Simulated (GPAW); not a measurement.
Crystal: SiO.

```
Si O
1.0
     0.00000    2.43364    2.43364
     2.43364    0.00000    2.43364
     2.43364    2.43364    0.00000
Si O
1 1
Cartesian
  3.6505 3.6505 3.6505
  0.0000 0.0000 0.0000
```

The cell was built by a generator and needn't be a form met in nature.

| Quantity | Value |
| --- | --- |
| Program | GPAW 26.7.0 |
| Task | relaxation of cell and atoms |
| Functional | revPBE |
| Potentials or basis | the program's PAW data sets (release 1.2.1) made for this functional |
| Cutoff | 800 eV |
| Basis | pw |
| k mesh | 8 × 8 × 8 |
| Occupations | fermi-dirac, width 0.05 eV |
| Spin | no spin polarisation |

At the start: pressure 1.9 GPa; volume 14.41 Å³/atom.

How do energy, volume and symmetry change on relaxing?

Over 3 steps the energy falls by 2.8 meV/atom and the volume is 14.87 Å³/atom (+3.2 %); space group F-43m (No. 216, to 0.05 Å).

The path:
```csv
step,energy change (eV),largest force (eV/Å),pressure (GPa),volume (Å³)
1,0.0000,0.0000,1.88,28.83
2,-0.0012,0.0000,1.66,28.93
3,-0.0056,0.0000,-0.03,29.74
```

Final structure:
```
CELL_PARAMETERS angstrom
0.00000 2.45911 2.45911
2.45911 0.00000 2.45911
2.45911 2.45911 0.00000
ATOMIC_POSITIONS crystal
Si 0.75000 0.75000 0.75000
O 0.00000 0.00000 0.00000
```

Caveat: later steps reuse the first step's grids.
